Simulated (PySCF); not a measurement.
# How the numerical set-up moves the result for Ar

Which parts of the numerical set-up matter for Ar? Each run edits the base script.

Method: method and basis as typed in the scripts; program: PySCF 2.14.0.

1 further run of the same task is left out (it didn't finish).

### 1 The atom

Ar: 1 atom, charge 0, spin multiplicity 1.

### 2 The run that the others are compared with

The input, input.py:

```python
from pyscf import gto, scf, mp

mol = gto.M(
    atom='Ar 0 0 0',
    basis='def2-tzvp',
    charge=0,
    spin=0,
    symmetry=True,
    verbose=4,
)
mf = scf.RHF(mol)
mf = mf.density_fit(auxbasis='def2-universal-jkfit')
mf.kernel()
mp.MP2(mf).kernel()
mf.dip_moment()
print('orbital energies (hartree):', mf.mo_energy[..., max(0, mol.nelec[1]-3):mol.nelec[0]+3].round(4))
```

Launch:

```bash
$ OMP_NUM_THREADS=1 python input.py
```

The log of this run is left out.

Base result: E(SCF) = -526.802765 Eh, 5 cycles, E(MP2) − E(SCF) = -0.30227 Eh.

### 3 Cartesian functions on

Edit 1 changes Cartesian functions: off → on.

The input, input.py:

```python
from pyscf import gto, scf, mp

mol = gto.M(
    atom='Ar 0 0 0',
    basis='def2-tzvp',
    charge=0,
    spin=0,
    symmetry=True,
    cart=True,
    verbose=4,
)
mf = scf.RHF(mol)
mf = mf.density_fit(auxbasis='def2-universal-jkfit')
mf.kernel()
mp.MP2(mf).kernel()
mf.dip_moment()
print('orbital energies (hartree):', mf.mo_energy[..., max(0, mol.nelec[1]-3):mol.nelec[0]+3].round(4))
```

Launch:

```bash
$ OMP_NUM_THREADS=1 python input.py
```

### 4 6-31g*

Edit 2 changes basis set: def2-tzvp → 6-31g*.

input.py, as its differences from that of step 2:

```diff
@@ -4,3 +4,3 @@
     atom='Ar 0 0 0',
-    basis='def2-tzvp',
+    basis='6-31g*',
     charge=0,
```

### 5 Cc-pvqz

Edit 3 changes basis set: def2-tzvp → cc-pvqz.

input.py, as its differences from that of step 2:

```diff
@@ -4,3 +4,3 @@
     atom='Ar 0 0 0',
-    basis='def2-tzvp',
+    basis='cc-pvqz',
     charge=0,
```

### 6 Aug-cc-pvdz

Edit 4 changes basis set: def2-tzvp → aug-cc-pvdz.

input.py, as its differences from that of step 2:

```diff
@@ -4,3 +4,3 @@
     atom='Ar 0 0 0',
-    basis='def2-tzvp',
+    basis='aug-cc-pvdz',
     charge=0,
```

**Question.** What will these runs give? Wanted: for each run, E(SCF); from base; gap; after the SCF.

**Answer**, as computed:

| run | E(SCF) (hartree) | from base (eV) | cycles | gap (eV) | functions | after the SCF |
| --- | --- | --- | --- | --- | --- | --- |
| base | -526.802765 | 0 | 5 | 31.45 | 37 | MP2 correlation -8.225 eV |
| Cartesian functions on | -526.803118 | -0.0096 | 5 | 27.47 | 42 | MP2 correlation -8.354 eV |
| 6-31g* | -526.772152 | +0.8330 | 5 | 33.08 | 18 | MP2 correlation -3.826 eV |
| cc-pvqz | -526.816783 | -0.3815 | 5 | 26.60 | 59 | MP2 correlation -8.027 eV |
| aug-cc-pvdz | -526.800974 | +0.0487 | 5 | 20.18 | 27 | MP2 correlation -4.368 eV |

In words: The largest comparable shift of the SCF energy, +0.833 eV, comes with the run “6-31g*”. 6-31g* (18 functions) gives an energy 0.83 eV higher than def2-tzvp (37). cc-pvqz (59 functions) gives an energy 0.38 eV lower than def2-tzvp (37). aug-cc-pvdz (27 functions) gives an energy 0.05 eV higher than def2-tzvp (37).
